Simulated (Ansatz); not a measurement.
# ZrOF2: the cost of one run

Computed with Ansatz 0.2.0 (DFT PBE, scalar-relativistic, plane waves, PAW, unless a step's input says otherwise).

1 further run of the same task is left out (set aside as unsound or not needed).

### 1 Starting point

The structure is orthorhombic, space group Pmmm (No. 47). Conventional cell: a = 3.394 Å, b = 3.973 Å, c = 29.335 Å, α = 90.00°, β = 90.00°, γ = 90.00°. Zr (site symmetry mmm) is surrounded by 2 O at 1.99 Å and 4 F at 2.13 Å. Around O (site symmetry mmm) lie 2 Zr at 1.99 Å. Around F (site symmetry mm2) lie 2 Zr at 2.13 Å.

Structure file:

```xyz
4
Lattice="3.3943 0.0000 0.0000 0.0000 3.9730 0.0000 0.0000 0.0000 29.3346" Properties=species:S:1:pos:R:3 pbc="T T F"
Zr    1.6971    1.9865    8.5000
O     1.6971    0.0000    8.5000
F     0.0000    1.9865    9.7941
F     0.0000    1.9865    7.2059
```

The cell was relaxed beforehand at this level, from a generated guess; it needn't be the stable form of this composition. At a tolerance of 0.02 Å it has layer group pmmm (No. 37); it has 3.37 Å²/atom, an uncorrected energy of -3.41 eV/atom over the elements.

Only a and b are periodic; c spans vacuum, so the box's volume, pressure and space group aren't properties of the sheet.

### 2 Static run: bands, density of states and charges

input.yaml

```yaml
crystal:
  lattice:
    - [3.394262765, 0.0, 0.0]
    - [0.0, 3.9729705773, 0.0]
    - [0.0, 0.0, 29.3345778]
  atoms:
    - { symbol: Zr, position: [0.5, 0.5, 0.2897604342] }
    - { symbol: O, position: [0.5, 0.0, 0.2897604342] }
    - { symbol: F, position: [0.0, 0.5, 0.3338768135] }
    - { symbol: F, position: [0.0, 0.5, 0.2456440548] }
  periodic: [true, true, false]
basis:
  ecutwfc: 420
kpoints:
  mp_grid: { grid: [8, 6, 1] }
  band_path:
    path:
      - [0.0, 0.0, 0.0]
      - [0.5, 0.0, 0.0]
      - [0.5, 0.5, 0.0]
      - [0.0, 0.5, 0.0]
      - [0.0, 0.0, 0.0]
    npoints: 14
hamiltonian:
  xc: pbe
scf:
  occupations: { method: gaussian, width: 0.02 }
  n_extra_bands: 10
output:
  forces: true
  stress: true
  eigenvalues: true
  populations: true
  dos: { projected: true, de: 0.02, nscf_kmesh: { grid: [12, 9, 1] } }
  bader: true
```

On the command line:

```
$ ansatz run input.yaml --threads 1 --pin off --max-ram 2048MiB --backend cpu --events-out ev --progress --plain --runs-dir out
```

Q: Estimate wall time and peak memory on 1 thread of Arm Neoverse V1, shared host.

About 77 s, with a peak of 0.66 GiB.
